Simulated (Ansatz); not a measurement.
# CH6InN: small, medium and large basis sets

One table from this session's results is given with a row withheld; the runs are named, their logs left out.

The runs use Ansatz 0.2.0, Gaussian basis; one geometry, several basis sets.

Plan: PBE0-D4/def2-SVP; ωB97M-V/def2-SVP; PBE0-D4/def2-QZVPP; ωB97M-V/def2-QZVPP; the functionals' def2-TZVPP values are taken from earlier runs.

### Structure used throughout

The geometry comes from an earlier relaxation with PBE0-D4 in a triple-zeta def2 set; it is a stationary point, not always the lowest conformer. In takes the def2 core potential; no spin-orbit term is included.

SMILES `C[NH][InH2]`, 9 atoms, charge 0, spin multiplicity 1.

Atoms are counted from 1 here; the program's logs count them from 0.

Bond lengths: C1–N2 1.443 Å, C1–H4 1.093 Å, C1–H5 1.098 Å, C1–H6 1.098 Å, N2–In3 2.011 Å, N2–H7 1.008 Å, In3–H8 1.711 Å, In3–H9 1.713 Å. Angles: N2–C1–H4 110.1°, N2–C1–H5 112.6°, N2–C1–H6 112.6°, H4–C1–H5 106.9°, H4–C1–H6 106.9°, H5–C1–H6 107.3°, C1–N2–In3 128.0°, C1–N2–H7 112.6°, In3–N2–H7 119.3°, N2–In3–H8 115.1°, N2–In3–H9 113.8°, H8–In3–H9 131.2°.

Coordinates:

```xyz
9
CH6InN
C    -0.26487    1.06589   -0.76260
N     0.23657   -0.25787   -0.48500
In    0.21471   -1.24888    1.26457
H    -0.68850    1.50452    0.14473
H    -1.06083    1.06643   -1.51964
H     0.51967    1.75055   -1.11244
H     0.63725   -0.69936   -1.29781
H     0.90378   -2.81462    1.21978
H    -0.49776   -0.36665    2.54841
```

Set-up of the first run:

in.yaml

```yaml
crystal:
  periodic: [false, false, false]
  atoms:
    - {symbol: C, position_ang: [-0.264873, 1.065886, -0.762604]}
    - {symbol: N, position_ang: [0.236568, -0.257866, -0.484998]}
    - {symbol: In, position_ang: [0.214707, -1.248877, 1.264573]}
    - {symbol: H, position_ang: [-0.688503, 1.504523, 0.144729]}
    - {symbol: H, position_ang: [-1.060830, 1.066429, -1.519636]}
    - {symbol: H, position_ang: [0.519669, 1.750546, -1.112438]}
    - {symbol: H, position_ang: [0.637250, -0.699360, -1.297807]}
    - {symbol: H, position_ang: [0.903779, -2.814622, 1.219785]}
    - {symbol: H, position_ang: [-0.497756, -0.366649, 2.548406]}
basis:
  gaussian: {orbitals: def2-SVP}
hamiltonian: {xc: pbe0, dispersion: d4}
output: {orbitals: {seedname: orbitals}}
```

Started as:

```console
$ ansatz run in.yaml --threads 2 --pin off --events-out ev --progress --plain --max-ram 32768MiB --backend cpu
```

Steps of the session up to this table: PBE0-D4 in def2-SVP; ωB97M-V in def2-SVP; PBE0-D4 in def2-QZVPP; ωB97M-V in def2-QZVPP.

One table of the session follows, with a row left open; its other results are not shown here.

It belongs to the step «Density functionals: the series». 

| functional | basis | HOMO (eV) |
| --- | --- | --- |
| PBE0-D4 | def2-SVP | -6.21 |
| PBE0-D4 | def2-TZVPP | -6.31 |
| PBE0-D4 | def2-QZVPP | -6.34 |
| ωB97M-V | def2-SVP | -8.48 |
| ωB97M-V | def2-TZVPP | -8.61 |
| ωB97M-V | def2-QZVPP | ? |

Estimate the missing values for ωB97M-V, def2-QZVPP.

**Answer.** HOMO (eV): -8.64. In the column «HOMO (eV)» it is the lowest.
